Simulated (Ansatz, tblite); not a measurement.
# Al7As7 zinc blende off sphere (Al₇As₇H₂₀): rung by rung

One table from this session's results is given with a row withheld; the runs are named, their logs left out.

Method: as each input shows; program: Ansatz 0.2.0, Gaussian basis.

Levels to be run: GFN1-xTB, GFN2-xTB, PBE-D4/def2-TZVP, r2SCAN-D4/def2-TZVP, BLYP-D4/def2-TZVP, B3LYP-D4/def2-TZVP, r2SCAN0-D4/def2-TZVP, PBE-D4/def2-SVP, PBE0-D4/def2-SVP, HF/STO-3G, HF/6-31G, B3LYP-D4/6-31G, MP2/def2-SVP, RPA/def2-SVP.

## The geometry

The singlet was relaxed beforehand with PBE-D4/def2-SVP.

34 atoms, charge 0, spin multiplicity 1.

Bond lengths: Al1–As9 2.568 Å, Al1–As10 2.505 Å, Al1–H15 1.605 Å, Al1–H16 1.605 Å, Al2–As8 2.491 Å, Al2–As11 2.491 Å, Al2–As12 2.491 Å, Al2–H17 1.597 Å, Al3–As9 2.465 Å, Al3–As11 2.552 Å, Al3–As13 2.465 Å, Al3–H18 1.595 Å, Al4–As8 2.552 Å, Al4–As9 2.465 Å, Al4–As14 2.465 Å, Al4–H19 1.595 Å, Al5–As10 2.505 Å, Al5–As14 2.569 Å and more. Angles: As9–Al1–As10 95.9°, As9–Al1–H15 105.3°, As9–Al1–H16 105.4°, As10–Al1–H15 111.5°, As10–Al1–H16 111.5°, H15–Al1–H16 123.1°, As8–Al2–As11 99.1°, As8–Al2–As12 99.0°, As8–Al2–H17 118.6°, As11–Al2–As12 98.9°, As11–Al2–H17 118.6°, As12–Al2–H17 118.6°, As9–Al3–As11 105.4°, As9–Al3–As13 104.3°, As9–Al3–H18 117.9°, As11–Al3–As13 105.1°, As11–Al3–H18 104.8°, As13–Al3–H18 118.0° and more.

PBE0-D4/def2-TZVP was run before; its log isn't repeated, and its numbers join the tables.

Set-up of the first run:

Tight binding, by tblite at 300 K electronic temperature and without a spin-polarisation term:

```python
tblite.interface.Calculator('GFN1-xTB', numbers, positions, charge=0, uhf=0).singlepoint()
```

Tight binding, by tblite at 300 K electronic temperature and without a spin-polarisation term:

```python
tblite.interface.Calculator('GFN2-xTB', numbers, positions, charge=0, uhf=0).singlepoint()
```

start.molden holds the orbitals of an earlier run on this state, given as this run's starting guess.

Contents of in.yaml:

```yaml
crystal:
  periodic: [false, false, false]
  atoms:
    - {symbol: Al, position_ang: [0.760546, -3.777892, 0.758879]}
    - {symbol: Al, position_ang: [-2.312744, 2.315374, -2.310731]}
    - {symbol: Al, position_ang: [0.826347, -0.834490, -2.136361]}
    - {symbol: Al, position_ang: [-2.140624, -0.831943, 0.833037]}
    - {symbol: Al, position_ang: [0.763302, -0.765871, 3.774575]}
    - {symbol: Al, position_ang: [0.830892, 2.133714, 0.833691]}
    - {symbol: Al, position_ang: [3.776176, -0.760717, 0.757905]}
    - {symbol: As, position_ang: [-3.411893, 0.736410, -0.728048]}
    - {symbol: As, position_ang: [-0.633528, -2.124634, -0.626930]}
    - {symbol: As, position_ang: [2.036554, -2.037298, 2.031276]}
    - {symbol: As, position_ang: [-0.732240, 0.734162, -3.409918]}
    - {symbol: As, position_ang: [-0.727773, 3.411420, -0.731654]}
    - {symbol: As, position_ang: [2.119518, 0.626622, -0.630369]}
    - {symbol: As, position_ang: [-0.629633, 0.625143, 2.124431]}
    - {symbol: H, position_ang: [1.696520, -4.535816, -0.302315]}
    - {symbol: H, position_ang: [-0.293718, -4.539025, 1.700002]}
    - {symbol: H, position_ang: [-3.234527, 3.238580, -3.232272]}
    - {symbol: H, position_ang: [1.618567, -1.629182, -3.270111]}
    - {symbol: H, position_ang: [-3.276050, -1.623653, 1.626056]}
    - {symbol: H, position_ang: [-0.292410, -1.706267, 4.534594]}
    - {symbol: H, position_ang: [1.701826, 0.292176, 4.533664]}
    - {symbol: H, position_ang: [1.625751, 3.265518, 1.628504]}
    - {symbol: H, position_ang: [4.537707, -1.697773, -0.299609]}
    - {symbol: H, position_ang: [4.533100, 0.297971, 1.697444]}
    - {symbol: H, position_ang: [-4.428362, -0.035866, -1.564747]}
    - {symbol: H, position_ang: [-4.415046, 1.580532, 0.053505]}
    - {symbol: H, position_ang: [-1.556505, -2.919621, -1.549267]}
    - {symbol: H, position_ang: [2.920769, -2.921210, 2.913818]}
    - {symbol: H, position_ang: [-1.568701, -0.035894, -4.428282]}
    - {symbol: H, position_ang: [0.051838, 1.578630, -4.410801]}
    - {symbol: H, position_ang: [0.056283, 4.411831, -1.576715]}
    - {symbol: H, position_ang: [-1.561722, 4.430330, 0.040419]}
    - {symbol: H, position_ang: [2.910335, 1.550901, -1.555119]}
    - {symbol: H, position_ang: [-1.550576, 1.547800, 2.921431]}
basis:
  gaussian: {orbitals: def2-TZVP, fitting: {mean_field: def2-universal-jkfit}, initial_orbitals: start.molden}
hamiltonian: {xc: pbe, dispersion: d4}
scf: {omitted_lower_state_checks: [starts]}
output: {orbitals: {seedname: orbitals}}
```

Run with:

```bash
$ ansatz run in.yaml --threads 2 --pin off --events-out ev --progress --plain --max-ram 32768MiB --backend cuda --devices 0, --max-vram 18GiB
```

Among the steps run: PBE-D4/def2-TZVP; r2SCAN-D4/def2-TZVP; BLYP-D4/def2-TZVP; B3LYP-D4/def2-TZVP; r2SCAN0-D4/def2-TZVP; PBE-D4/def2-SVP; PBE0-D4/def2-SVP; HF/STO-3G; HF/6-31G; B3LYP-D4/6-31G; MP2/def2-SVP; RPA/def2-SVP.

One table of the session follows, with a row left open; its other results are not shown here.

It belongs to the step «Binding energy». 

```
               level  binding an atom (eV)
           HF/STO-3G                 3.388
            HF/6-31G                 1.638
         HF/def2-SVP                 1.910
     PBE-D4/def2-SVP                 2.732
    PBE-D4/def2-TZVP                 2.718
   BLYP-D4/def2-TZVP                 2.701
 r2SCAN-D4/def2-TZVP                     ?
      B3LYP-D4/6-31G                 2.567
  B3LYP-D4/def2-TZVP                 2.733
    PBE0-D4/def2-SVP                 2.722
   PBE0-D4/def2-TZVP                 2.711
r2SCAN0-D4/def2-TZVP                 2.721
        MP2/def2-SVP                 2.492
```

Q: Estimate the row for r2SCAN-D4/def2-TZVP from the others.

As computed: binding an atom (eV): 2.747. In the column «binding an atom (eV)» it lies between B3LYP-D4/def2-TZVP (2.733) and HF/STO-3G (3.388).

To keep in mind: Free atoms were run apart at each level; binding is atoms less cluster, divided by the number of atoms, without zero-point or spin-orbit terms.
